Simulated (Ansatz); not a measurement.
# FeAgSe2: the cost of one run

Computed with Ansatz 0.2.0 (DFT PBE without U, plane waves, PAW, unless a step's input says otherwise).

## 1. Starting point

The structure is trigonal, space group R-3m (No. 166). The conventional cell has a = 3.899 Å, b = 3.899 Å, c = 21.230 Å, α = 90.00°, β = 90.00°, γ = 120.00°. Around Ag (site symmetry -3m) lie 6 Se at 3.09 Å. Fe (site symmetry -3m) has 6 Se at 2.66 Å in its first shell of neighbours. Se (site symmetry 3m) is surrounded by 3 Fe at 2.66 Å and 3 Ag at 3.09 Å.

As a file:

```
CELL_PARAMETERS angstrom
1.94928 1.12542 7.07665
-1.94928 1.12542 7.07665
0.00000 -2.25084 7.07665
ATOMIC_POSITIONS crystal
Ag 0.50000 0.50000 0.50000
Fe 0.00000 0.00000 0.00000
Se 0.26670 0.26670 0.26670
Se 0.73330 0.73330 0.73330
```

Magnetic order typed: ferromagnetic.

An earlier series on this cell reached its lowest free state from «natural orbitals of the symmetric run, filled by rank», perhaps among other starts.

## 2. From atoms, default search

The input, input.yaml:

```yaml
crystal:
  lattice:
    - [1.94928469, 1.12542004, 7.07664725]
    - [-1.94928469, 1.12542004, 7.07664725]
    - [0.0, -2.25084008, 7.07664725]
  atoms:
    - { symbol: Ag, position: [0.5, 0.5, 0.5] }
    - { symbol: Fe, position: [0.0, 0.0, 0.0], spin: 5.0 }
    - { symbol: Se, position: [0.2667, 0.2667, 0.2667] }
    - { symbol: Se, position: [0.7333, 0.7333, 0.7333] }
basis:
  ecutwfc: 420
  ecutrho_ratio: 4
kpoints:
  mp_grid: { grid: [6, 6, 6] }
hamiltonian:
  xc: pbe
scf:
  occupations: { method: gaussian, width: 0.05 }
output:
  forces: true
  stress: true
  eigenvalues: true
  populations: true
  hubbard: { sites: [{ site: 1, l: d }] }
  write_density: true
  write_potential: true
  elf: true
  volumetric_format: npy
magnetization:
  spin_polarized: true
```

Launch:

```
$ ansatz run input.yaml --threads 2 --pin off --max-ram 3072MiB --backend cpu --events-out ev --progress --plain --runs-dir out
```

What time and memory should one allow on 2 threads of Arm Neoverse N1, shared host?

About 3.2 min, with a peak of 1.5 GiB.
